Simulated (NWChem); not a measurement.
# One shape, several levels: Na4H4 ((NaH)4 ring)

Aim: a comparison of 5 runs (HF/def2-SVP, wB97X/3-21G, PBE0/def2-SVP, B3LYP/6-31+G*, MP2/6-31G) of Na4H4 ((NaH)4 ring). 

Program for the calculation: NWChem 7.3.0.

## Step 1: Starting point

Na4H4: 8 atoms, total charge 0, spin state singlet. The shape comes from GFN2-xTB, which is rough for such elements, and wasn't checked as a minimum.

Bond lengths: Na1–H2 1.739 Å, H2–Na3 1.738 Å, Na3–H4 1.669 Å, H4–Na5 1.669 Å, Na5–H6 1.739 Å, H6–Na7 1.738 Å, Na1–H8 1.669 Å, Na7–H8 1.669 Å. Angles: Na1–H2–Na3 172.3°, Na3–H4–Na5 124.4°, Na5–H6–Na7 172.3°, Na1–H8–Na7 124.4°, H2–Na1–H8 121.7°, H2–Na3–H4 121.7°, H4–Na5–H6 121.7°, H6–Na7–H8 121.7°.

## Step 2: Energy and gradient at HF/def2-SVP (run 1)

The input, test.xyz:

```xyz
8
H4Na4
Na    -0.892360    -2.077620    -0.276520
H     -1.515920    -0.487460     0.050990
Na    -1.916390     1.173570     0.369820
H     -0.741260     2.354170     0.473420
Na     0.892930     2.076420     0.282940
H      1.516040     0.487260    -0.050570
Na     1.915580    -1.172040    -0.377150
H      0.741380    -2.354310    -0.472930
```

The input, test.nw:

```
start test
title "H4Na4"
memory 2200 mb

geometry units angstroms noautosym nocenter noautoz
   load test.xyz
end

basis spherical bse
   * library def2-SVP
end

scf
   singlet
   rhf
   thresh 1e-08
   maxiter 80
   print medium
end

task scf gradient
```

The run is started by

```
$ nwchem test.nw > test.out
```

The log of the run:

```text
[...]
  functions       =    80
[...]
  wavefunction    = RHF
[...]
         Total SCF energy =   -649.375561945787
      One-electron energy =  -1214.551838334610
      Two-electron energy =    416.659838538397
 Nuclear repulsion energy =    148.516437850426
        Time for solution =      5.0s
[...]
                         RHF ENERGY GRADIENTS
    atom               coordinates                        gradient
                 x          y          z           x          y          z
   1 Na     -1.686316  -3.926133  -0.522547    0.033456   0.020227   0.000378
   2 H      -2.864673  -0.921166   0.096357    0.015986   0.005313  -0.000511
   3 Na     -3.621452   2.217726   0.698858    0.038851   0.002837  -0.002808
   4 H      -1.400778   4.448736   0.894634    0.014778  -0.046657  -0.009399
   5 Na      1.687393   3.923865   0.534679   -0.033495  -0.020167  -0.000648
   6 H       2.864900   0.920788  -0.095563   -0.015971  -0.005388   0.000487
   7 Na      3.619921  -2.214834  -0.712710   -0.038824  -0.002822   0.003131
   8 H       1.401005  -4.449001  -0.893708   -0.014781   0.046655   0.009370
[...]
```

Run time: 7.2 s. Hardware: 1 thread of Intel Xeon Platinum 8488C (Sapphire Rapids), shared host; peak memory 0.1 GiB.

## Step 3: Energy and forces at wB97X/3-21G (run 2)

The input, mymol.xyz:

```xyz
8

Na    -0.892360    -2.077620    -0.276520
H     -1.515920    -0.487460     0.050990
Na    -1.916390     1.173570     0.369820
H     -0.741260     2.354170     0.473420
Na     0.892930     2.076420     0.282940
H      1.516040     0.487260    -0.050570
Na     1.915580    -1.172040    -0.377150
H      0.741380    -2.354310    -0.472930
```

The input, mymol.nw:

```
START mymol
memory stack 880 mb heap 220 mb global 1100 mb
GEOMETRY noautosym nocenter noautoz
 load format xyz mymol.xyz
END
BASIS spherical bse
 * library 3-21G
END
DFT
 xc wb97x
 grid xfine
 convergence energy 1e-08
 iterations 100
 mulliken
END
TASK dft gradient
```

The run is started by

```
$ nwchem mymol.nw > mymol.out
```

The log of the run:

```text
[...]
          Wavefunction type:  closed shell.
          No. of atoms     :     8
          No. of electrons :    48
[...]
          Charge           :     0
          Spin multiplicity:     1
[...]
          AO basis - number of functions:    60
[...]
              XC Information
              --------------
                       wb97x  Method XC Functional
                     Hartree-Fock (Exact) Exchange  1.000
                         wb97x Exchange Functional  1.000
                      wb97x Correlation Functional  1.000
[...]
 d= 0,ls=0.0,diis     1   -647.3521168271 -7.96D+02  1.12D-02  7.72D-02     3.9
[...]
 d= 0,ls=0.0,diis     7   -647.3762738427 -1.42D-09  4.34D-07  6.01D-11    25.5
         Total DFT energy =     -647.376273842738
      One electron energy =    -1209.246490974791
           Coulomb energy =      472.656912598083
    Exchange-Corr. energy =      -59.303133316455
 Nuclear repulsion energy =      148.516437850426
[...]
  wavefunction    = closed shell
[...]
                         DFT ENERGY GRADIENTS
    atom               coordinates                        gradient
                 x          y          z           x          y          z
   1 Na     -1.686316  -3.926133  -0.522547    0.031862   0.019333   0.000381
   2 H      -2.864673  -0.921166   0.096357    0.013495   0.004497  -0.000428
   3 Na     -3.621452   2.217726   0.698858    0.037042   0.002654  -0.002700
   4 H      -1.400778   4.448736   0.894634    0.013110  -0.041390  -0.008337
   5 Na      1.687393   3.923865   0.534679   -0.031897  -0.019280  -0.000620
   6 H       2.864900   0.920788  -0.095563   -0.013481  -0.004565   0.000410
   7 Na      3.619921  -2.214834  -0.712710   -0.037018  -0.002638   0.002981
   8 H       1.401005  -4.449001  -0.893708   -0.013113   0.041389   0.008313
[...]
```

It took 33 s on 1 thread of Intel Xeon Platinum 8488C (Sapphire Rapids), shared host; peak memory 0.14 GiB.

Runs 3 to 4 aren't shown in full; the table further down has their settings and results.

## Step 4: Energy and gradient at MP2/6-31G (run 5)

The input, mol.nw:

```
START mol
memory total 2200 mb
GEOMETRY units angstrom noautosym nocenter noautoz
 Na   -0.892360   -2.077620   -0.276520
 H    -1.515920   -0.487460    0.050990
 Na   -1.916390    1.173570    0.369820
 H    -0.741260    2.354170    0.473420
 Na    0.892930    2.076420    0.282940
 H     1.516040    0.487260   -0.050570
 Na    1.915580   -1.172040   -0.377150
 H     0.741380   -2.354310   -0.472930
END
BASIS spherical bse
 * library 6-31G
END
SCF
 nopen 0
 rhf
 thresh 1e-08
 maxiter 80
END
MP2
 freeze core 4
 tight
END
TASK mp2 gradient
```

The run is started by

```
$ nwchem mol.nw > mol.out
```

The log of the run:

```text
[...]
  functions       =    60
[...]
  wavefunction    = RHF
[...]
         Total SCF energy =   -649.559729092582
      One-electron energy =  -1214.856938595822
      Two-electron energy =    416.780771652815
 Nuclear repulsion energy =    148.516437850425
        Time for solution =      8.9s
[...]
          Total MP2 energy          -649.613856839882
[...]
                         mp2 ENERGY GRADIENTS
    atom               coordinates                        gradient
                 x          y          z           x          y          z
   1 Na     -1.686316  -3.926133  -0.522547    0.034315   0.020474   0.000343
   2 H      -2.864673  -0.921166   0.096357    0.015266   0.005081  -0.000488
   3 Na     -3.621452   2.217726   0.698858    0.039693   0.003139  -0.002830
   4 H      -1.400778   4.448736   0.894634    0.014544  -0.045915  -0.009250
   5 Na      1.687393   3.923865   0.534679   -0.034354  -0.020413  -0.000614
   6 H       2.864900   0.920788  -0.095563   -0.015251  -0.005155   0.000463
   7 Na      3.619921  -2.214834  -0.712710   -0.039666  -0.003125   0.003155
   8 H       1.401005  -4.449001  -0.893708   -0.014547   0.045915   0.009221
[...]
```

Run time: 25 s. Hardware: 1 thread of Intel Xeon Platinum 8488C (Sapphire Rapids), shared host; peak memory 0.17 GiB.

## Step 5: Overview of the runs

```
run                                level  iteration cap  module  energy (Eh)  dipole moment (D)  HOMO energy (eV)  LUMO energy (eV)  wall time
  1                          HF/def2-SVP             80     scf  -649.375562               0.01             -7.70              1.37      7.2 s
  2                          wB97X/3-21G            100     dft  -647.376274               0.01             -7.20              1.10       33 s
  3                        PBE0/def2-SVP            100     dft  -650.811495               0.01                 –                 –       23 s
  4  B3LYP/6-31+G* (spherical functions)            100     dft  -651.494967               0.01             -4.86             -0.37       28 s
  5                            MP2/6-31G             80     mp2  -649.613857               0.01             -7.67              1.09       25 s
```

## Step 6: Summary of results

```
                                                      quantity          value
                                           run 5: total energy  -649.61386 Eh
run 5: dipole moment (of the density that the program reports)         0.01 D
                    run 5: HOMO energy (Hartree–Fock orbitals)       -7.67 eV
                    run 5: LUMO energy (Hartree–Fock orbitals)        1.09 eV
                  run 5: HOMO–LUMO gap (Hartree–Fock orbitals)        8.77 eV
            run 5: correlation energy (4 core orbitals frozen)      -54.1 mEh
                               run 5: largest force on an atom     2.522 eV/Å
```

What this shows: Over runs 1, 2, 4 the HOMO–LUMO gap runs from 4.49 eV (B3LYP/6-31+G*) to 9.07 eV (HF/def2-SVP). The two ends differ in method and basis. Totals of different functionals can't be ranked against each other. All runs together took 2 min, the longest 33 s.
